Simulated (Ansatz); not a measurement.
I need a small convex hull of the Al-Au system. Use Ansatz's Python interface. Use (first run): PBEsol, PAW, cutoff 517 eV, 13×13×13 k-points, cold smearing of 0.05 eV.

Script `run_hull.py`:
```python
"""Convex hull of a few Al-Au phases, after relaxing cells and atoms."""

from collections import Counter
import csv
import warnings

import ansatz
from ase import Atoms
import numpy as np
from scipy.spatial import ConvexHull

KSPACING = 0.16
OCCUPATIONS = "cold"
SIGMA = 0.05


def ground_state(name, crystal):
    calc = crystal.calculation()
    calc = calc.functional(ansatz.Functional.PBESOL)
    calc = calc.basis(19 * ansatz.Ha)
    calc = calc.kpoints(spacing=KSPACING)
    calc = calc.occupations(OCCUPATIONS, width=SIGMA)
    calc = calc.relax(force_tolerance=0.03, cell=True)
    return calc.run()


def counts(outcome):
    return Counter(site.symbol for site in outcome.lattice.sites)

def formation_energy(outcome, mu):
    n = counts(outcome)
    return (outcome.report["energy_sigma0_ev"] - sum(k * mu[element] for element, k in n.items())) / sum(n.values())

warnings.simplefilter("ignore", ansatz.DeckWarning)

phases = {}
atoms = Atoms(
    ["Al", "Au"],
    scaled_positions=[
        (0.0, 0.0, 0.0),
        (0.5, 0.5, 0.5),
    ],
    cell=[
        (3.223942, 0.0, 0.0),
        (0.0, 3.223942, 0.0),
        (0.0, 0.0, 3.223942),
    ],
    pbc=True,
)
alau_pm_3m = ansatz.Crystal.from_ase(atoms)
phases["AlAu Pm-3m"] = alau_pm_3m
al2au_fm_3m = (
    ansatz.Lattice.of((0.0, 3.0, 3.0), (3.0, 0.0, 3.0), (3.0, 3.0, 0.0))
    .atom("Al", (0.25, 0.25, 0.25))
    .atom("Al", (0.75, 0.75, 0.75))
    .atom("Au", (0.0, 0.0, 0.0))
)
phases["Al2Au Fm-3m"] = al2au_fm_3m
al = (
    ansatz.Lattice.from_parameters(2.863507, 2.863507, 2.863507, alpha=60.0, beta=60.0, gamma=60.0)
    .atom("Al", (0.0, 0.0, 0.0))
)
phases["Al"] = al
au = (
    ansatz.Lattice.fcc(4.07)
    .space_group(225)
    .atom("Au", (0.0, 0.0, 0.0))
    .primitive()
)
phases["Au"] = au

done = {name: ground_state(name, crystal) for name, crystal in phases.items()}

# chemical potentials of the elements at zero temperature
references = {"Al": "Al", "Au": "Au"}
mu = {element: done[name].report["energy_sigma0_ev"] / len(done[name].lattice.sites) for element, name in references.items()}
points = sorted((counts(o)["Au"] / len(o.lattice.sites), formation_energy(o, mu), name) for name, o in done.items())

xy = np.array([(x, e) for x, e, _ in points] + [(0.5, 10.0)])
hull = sorted(tuple(xy[i]) for i in ConvexHull(xy).vertices if xy[i, 1] < 5)
rows = [(name, x, e, e - np.interp(x, *zip(*hull))) for x, e, name in points]
with open("hull.csv", "w", newline="") as handle:
    writer = csv.writer(handle)
    writer.writerow(["phase", "x(Au)", "E_form (eV/atom)", "above hull (eV/atom)"])
    writer.writerows([round(v, 4) if isinstance(v, float) else v for v in row] for row in rows)
print(open("hull.csv").read())
print("on the hull of these phases:", ", ".join(row[0] for row in rows if row[3] < 1e-6))
```

Running `python run_hull.py` prints:
```text
phase,x(Au),E_form (eV/atom),above hull (eV/atom)
Al,0.0,0.0,0.0
Al2Au Fm-3m,0.3333,-0.4497,0.0
AlAu Pm-3m,0.5,-0.2815,0.0557
Au,1.0,0.0,0.0

on the hull of these phases: Al, Al2Au Fm-3m, Au
```

Spin-orbit coupling, which matters for elements this heavy, is left out. The cells come from databases of deposited and of computed structures, and not all need be stable phases. Differences under 10 to 15 meV an atom lie within the error of mesh and functional, so such verdicts may flip; only the cells listed enter the hull. Hardware and time: 42 s on 1 thread of Arm Neoverse V1 (shared host), peak memory 0.52 GiB.
